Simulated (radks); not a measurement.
**The Coulomb parameter U of the 4d shell of Nb⁺**

Aim: U as the second difference [E(n + 0.5) + E(n − 0.5) − 2E(n)]/0.5², with all orbitals relaxed. Bare: the atom's charge changes with n. Screened: the 5s shell takes up the change. The start is a model configuration, not necessarily the ground state.

Method: scalar-relativistic Kohn-Sham, BLYP, spin-unpolarised, spherical densities, point nucleus. Code: radks (a radial shooting solver on a logarithmic mesh, Libxc functionals) version 1.

## Step 1: What is computed

```
element       : niobium (Z = 41)
charge        : +1
electrons     : 40
configuration : [Kr] 4d3 5s1
```

The outer shells:

Nb⁺
```
[Kr] core
4d [↑ ][↑ ][↑ ][  ][  ]
5s [↑ ]
```

## Step 2: Start: [Kr] 4d3 5s1

The run's settings:

```text
Z 41
configuration [Kr] 4d3 5s1
relativity scalar-relativistic
functional b88,lyp
spin unpolarised
nucleus point
c 137.035999084
```

## Step 3: Bare +0.5: [Kr] 4d3.5 5s1

The run's settings:

```text
Z 41
configuration [Kr] 4d3.5 5s1
relativity scalar-relativistic
functional b88,lyp
spin unpolarised
nucleus point
c 137.035999084
```

## Step 4: Bare -0.5: [Kr] 4d2.5 5s1

The run's settings:

```text
Z 41
configuration [Kr] 4d2.5 5s1
relativity scalar-relativistic
functional b88,lyp
spin unpolarised
nucleus point
c 137.035999084
```

## Step 5: Screened +0.5: [Kr] 4d3.5 5s0.5

The run's settings:

```text
Z 41
configuration [Kr] 4d3.5 5s0.5
relativity scalar-relativistic
functional b88,lyp
spin unpolarised
nucleus point
c 137.035999084
```

## Step 6: Screened -0.5: [Kr] 4d2.5 5s1.5

The run's settings:

```text
Z 41
configuration [Kr] 4d2.5 5s1.5
relativity scalar-relativistic
functional b88,lyp
spin unpolarised
nucleus point
c 137.035999084
```

Q: Predict the outcome of this session.

The runs gave:

```csv
quantity,value (eV)
"U, bare",9.478
"U, screened by 5s",1.155
"F0(4d,4d), frozen orbitals",12.697
```

**Reading.** Relaxing the orbitals brings U down to 75 % of the Slater integral F0. Letting 5s compensate leaves 12 % of the bare value; this second difference measures U(4d,4d) + U(5s,5s) − 2U(4d,5s). A solid screens further than the bare atom, so the bare value is an upper guide for the U of a crystal.
